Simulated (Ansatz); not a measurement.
# FH5SSn: a reaction path by the nudged elastic band

What path joins these two structures, and how high does it climb? Both ends were relaxed at PBE0-D4 in triple zeta.

Computed with Ansatz 0.2.0, Gaussian basis. Level: PBE0-D4/def2-SVP.

24 further runs of the same task are left out: 2 that didn't finish, 22 set aside as unsound or not needed.

### Step 1. The system as given

The first end: 8 atoms, charge 0, spin multiplicity 1.

Atoms are counted from 1 here; the program's logs count them from 0.

Bond lengths: Sn1–S2 2.433 Å, Sn1–H3 1.697 Å, Sn1–H4 1.704 Å, Sn1–H5 1.698 Å, S2–H8 1.344 Å, H6–F7 0.940 Å. Angles: S2–Sn1–H3 104.1°, S2–Sn1–H4 107.4°, S2–Sn1–H5 107.8°, H3–Sn1–H4 111.9°, H3–Sn1–H5 113.7°, H4–Sn1–H5 111.5°, Sn1–S2–H8 94.2°.

As a file:

```
Sn   -1.13414    0.01869   -0.19432
S     0.75320    1.17687    0.81314
H    -1.08285    0.48693   -1.82423
H    -2.54566    0.57403    0.58298
H    -0.90820   -1.64763    0.04367
H     1.95736   -0.18752   -0.37640
F     2.22536   -0.85783   -0.97898
H     0.73502    0.43647    1.93423
```

The second end:

```xyz
8

Sn   -0.9837   -0.7367   -0.6523
S     1.3469    1.8466    0.7737
H    -0.9838    0.5824   -1.7198
H    -1.5541   -0.4039    0.9119
H    -1.6499   -2.1538   -1.3235
H     1.7663    0.6270    0.3899
F     0.8815   -1.2135   -0.4242
H     1.1768    1.4520    2.0445
```

### Step 2. The band at PBE0-D4/def2-SVP

Input file neb/in.yaml:

```yaml
crystal:
  periodic: [false, false, false]
  atoms:
    - {symbol: Sn, position_ang: [-1.134136, 0.018691, -0.194316]}
    - {symbol: S, position_ang: [0.753196, 1.176868, 0.813138]}
    - {symbol: H, position_ang: [-1.082851, 0.486927, -1.824233]}
    - {symbol: H, position_ang: [-2.545659, 0.574031, 0.582978]}
    - {symbol: H, position_ang: [-0.908201, -1.647632, 0.043675]}
    - {symbol: H, position_ang: [1.957363, -0.187523, -0.376396]}
    - {symbol: F, position_ang: [2.225364, -0.857831, -0.978978]}
    - {symbol: H, position_ang: [0.735024, 0.436470, 1.934234]}
basis:
  gaussian: {orbitals: def2-SVP}
hamiltonian: {xc: pbe0, dispersion: d4}
neb:
  images: 5
  climbing: true
  max_iterations: 40
  initial_path: idpp
  final_atoms:
    - {symbol: Sn, position_ang: [-0.983704, -0.736716, -0.652320]}
    - {symbol: S, position_ang: [1.346922, 1.846616, 0.773652]}
    - {symbol: H, position_ang: [-0.983847, 0.582402, -1.719821]}
    - {symbol: H, position_ang: [-1.554091, -0.403916, 0.911907]}
    - {symbol: H, position_ang: [-1.649870, -2.153800, -1.323493]}
    - {symbol: H, position_ang: [1.766344, 0.626966, 0.389901]}
    - {symbol: F, position_ang: [0.881547, -1.213528, -0.424197]}
    - {symbol: H, position_ang: [1.176799, 1.451976, 2.044471]}
```

Started as:

```bash
> ansatz run in.yaml --threads 4 --pin off --events-out ev --progress --plain --max-ram 9574MiB
```

Standard output:

```text
Functional definition: PBE0
  name "PBE0"
  cite "Adamo & Barone, J. Chem. Phys. 110, 6158 (1999) doi:10.1063/1.478522"
  cite "Perdew, Burke & Ernzerhof, Phys. Rev. Lett. 77, 3865 (1996) doi:10.1103/PhysRevLett.77.3865"
  parent pbe
  parameter a = 0.25
  parameter kappa = 0.804
  parameter beta = 0.06672455060314922
  exchange = (1 - a)*pbe_x(kappa = kappa, mu = beta*pi^2/3) + a*exact_x
  correlation = pbe_c(beta = beta)
954 factors; integrals over basis functions are off by at most 3.6e-4 eV
mean field evaluation 1: about -19451.6691 eV, gradient 3.1e1 eV
mean field evaluation 2: about -19451.0784 eV, gradient 3.9e1 eV
mean field evaluation 4: about -19453.2594 eV, gradient 7.7e-1 eV
mean field evaluation 8: about -19453.2770 eV, gradient 7.1e-3 eV
mean field -19453.27701042 eV, -714.8947442282 hartree, gradient 1.3e-5 eV, S^2 0.000000; 0 other end points of the search recorded, 0 dependent functions left out
the calculation of the forces begins
reference -19453.27703828 eV, -714.8947452521 hartree; 26, 26 occupied and 57, 57 virtual orbitals, 954 factors
[... from here to the last solve, the lines of the solves are left out (128 solves) ...]
WARN: NEB end point (image 0): max|allowed force component| = 2.510e-1 eV/Å (the criterion of neb.relax_end_points is 1.000e-2). That is over neb.f_tol: it is no minimum, so the barrier can be far off. Relax it first
WARN: NEB end point (image 6): max|allowed force component| = 4.936e-1 eV/Å (the criterion of neb.relax_end_points is 1.000e-2). That is over neb.f_tol: it is no minimum, so the barrier can be far off. Relax it first
NEB iter   1: max|band force component| = 3.546e0 eV/Å  barrier→ = 2.5999 eV  barrier← = 2.3762 eV  Δτ_max = 0.2000 Å  (175 SCF iters)
NEB iter   2: max|band force component| = 2.533e0 eV/Å  barrier→ = 1.4883 eV  barrier← = 1.2647 eV  Δτ_max = 0.2000 Å  (138 SCF iters)
NEB iter   3: max|band force component| = 2.420e0 eV/Å  barrier→ = 1.1426 eV  barrier← = 0.9190 eV  Δτ_max = 0.2000 Å  (141 SCF iters)
NEB iter   4: max|band force component| = 3.994e0 eV/Å  barrier→ = 0.8688 eV  barrier← = 0.6452 eV  Δτ_max = 0.1011 Å  (146 SCF iters)
NEB iter   5: max|band force component| = 1.370e0 eV/Å  barrier→ = 0.8287 eV  barrier← = 0.6050 eV  Δτ_max = 0.0656 Å  (143 SCF iters)
NEB iter   6: max|band force component| = 5.486e-1 eV/Å  barrier→ = 0.8137 eV  barrier← = 0.5901 eV  Δτ_max = 0.0703 Å  (145 SCF iters)
NEB iter   7: max|band force component| = 3.605e-1 eV/Å  barrier→ = 0.8099 eV  barrier← = 0.5862 eV  CI = image 3  Δτ_max = 0.0497 Å  (133 SCF iters)
NEB iter   8: max|band force component| = 5.302e-2 eV/Å  barrier→ = 0.8044 eV  barrier← = 0.5807 eV  CI = image 3  Δτ_max = 0.0346 Å  (138 SCF iters)
NEB iter   9: max|band force component| = 1.314e-1 eV/Å  barrier→ = 0.8002 eV  barrier← = 0.5766 eV  CI = image 3  Δτ_max = 0.0173 Å  (137 SCF iters)
NEB iter  10: max|band force component| = 5.122e-2 eV/Å  barrier→ = 0.7979 eV  barrier← = 0.5743 eV  CI = image 3  Δτ_max = 0.0347 Å  (145 SCF iters)
NEB iter  11: max|band force component| = 5.279e-2 eV/Å  barrier→ = 0.7935 eV  barrier← = 0.5699 eV  CI = image 3  Δτ_max = 0.0346 Å  (144 SCF iters)
NEB iter  12: max|band force component| = 4.331e-2 eV/Å  barrier→ = 0.7897 eV  barrier← = 0.5660 eV  CI = image 3  Δτ_max = 0.0346 Å  (146 SCF iters)
NEB iter  13: max|band force component| = 5.706e-2 eV/Å  barrier→ = 0.7860 eV  barrier← = 0.5624 eV  CI = image 3  Δτ_max = 0.0694 Å  (30 SCF iters)
NEB iter  14: max|band force component| = 5.415e-2 eV/Å  barrier→ = 0.7810 eV  barrier← = 0.5574 eV  CI = image 3  Δτ_max = 0.0691 Å  (141 SCF iters)
NEB iter  15: max|band force component| = 2.001e-1 eV/Å  barrier→ = 0.7787 eV  barrier← = 0.5550 eV  CI = image 3  Δτ_max = 0.0346 Å  (142 SCF iters)
NEB iter  16: max|band force component| = 1.081e-1 eV/Å  barrier→ = 0.7775 eV  barrier← = 0.5538 eV  CI = image 3  Δτ_max = 0.0691 Å  (137 SCF iters)
NEB iter  17: max|band force component| = 3.074e-2 eV/Å  barrier→ = 0.7770 eV  barrier← = 0.5534 eV  CI = image 3  Δτ_max = 0.0191 Å  (230 SCF iters)
956 factors; integrals over basis functions are off by at most 1.0e-3 eV
mean field -19453.07163275 eV, -714.8871967381 hartree, gradient 2.7e-6 eV, S^2 0.000000; 0 other end points of the search recorded, 0 dependent functions left out
the calculation of the forces begins
reference -19453.07166254 eV, -714.8871978327 hartree; 26, 26 occupied and 57, 57 virtual orbitals, 956 factors
NEB iter  18: max|band force component| = 3.206e-2 eV/Å  barrier→ = 0.7769 eV  barrier← = 0.5533 eV  CI = image 3  CI's point: of a kind that is not told: the force calls were inconclusive, a negative curvature could not be distinguished from the path's own, the only one lies far off the path, or fixed occupations may fill a level only in part  Δτ_max = 0.0000 Å  (882 SCF iters)
Total energy: -19452.62471741 eV, -714.8707729023 hartree
Atom 0 at    -0.717180    -0.484916    -0.469056 Å, force     0.004385     0.001945    -0.017285 eV/Å
Atom 1 at     0.794707     1.675777     0.441609 Å, force    -0.011569    -0.004715     0.008627 eV/Å
Atom 2 at    -0.920116     0.346836    -1.944553 Å, force    -0.006666    -0.002656    -0.002215 eV/Å
Atom 3 at    -1.816415    -0.166505     0.805718 Å, force     0.005105    -0.000458     0.000773 eV/Å
Atom 4 at    -0.738835    -2.182055    -0.749450 Å, force    -0.004164     0.000978     0.001077 eV/Å
Atom 5 at     1.497120     0.240436     0.234979 Å, force     0.002455    -0.004586    -0.003212 eV/Å
Atom 6 at     1.393256    -0.880487    -0.061782 Å, force     0.001089     0.002555     0.010571 eV/Å
Atom 7 at     0.507564     1.450915     1.742636 Å, force     0.009364     0.006938     0.001663 eV/Å
Dipole moment:    -0.348161    -0.098179     0.080784 e Å
```

It took 4.9 min on 4 threads of AMD EPYC, shared host.

The last band:

| image | path (Å) | energy (eV) | Sn1–F7 (Å) | S2–H6 (Å) | Sn1–S2 (Å) | H6–F7 (Å) |
| --- | --- | --- | --- | --- | --- | --- |
| 0 | 0.00 | 0.000 | 3.56 | 2.17 | 2.43 | 0.94 |
| 1 | 0.88 | 0.015 | 3.28 | 2.17 | 2.46 | 0.94 |
| 2 | 1.75 | 0.281 | 2.79 | 2.00 | 2.52 | 0.95 |
| 3 | 2.63 | 0.777 | 2.19 | 1.61 | 2.79 | 1.16 |
| 4 | 3.16 | 0.418 | 2.01 | 1.39 | 3.10 | 1.60 |
| 5 | 3.68 | 0.219 | 1.97 | 1.36 | 3.49 | 1.90 |
| 6 | 4.20 | 0.224 | 1.94 | 1.35 | 3.76 | 2.20 |

The highest image, 3:

```xyz
8

Sn   -0.7172   -0.4849   -0.4691
S     0.7947    1.6758    0.4416
H    -0.9201    0.3468   -1.9446
H    -1.8164   -0.1665    0.8057
H    -0.7388   -2.1821   -0.7494
H     1.4971    0.2404    0.2350
F     1.3933   -0.8805   -0.0618
H     0.5076    1.4509    1.7426
```

### Step 3. What came out

```
                                                                       quantity                                           value
                                                PBE0-D4/def2-SVP, 18 iterations  highest 0.777 eV (image 3), last end +0.224 eV
from earlier runs: barrier over the separately found saddle, CCSD(T)/def2-TZVPP                                        1.118 eV
```

What this shows: The highest image lies 0.777 eV above the first end, and it climbed, so it estimates the saddle. The ends are not quite minima at this level (largest force component 0.49 eV/Å), so the heights are unreliable: relaxing the first end would lower it and raise the barrier above it. The highest image is 0.341 eV below the CCSD(T) barrier in triple zeta, which comes from separate runs on the saddle.
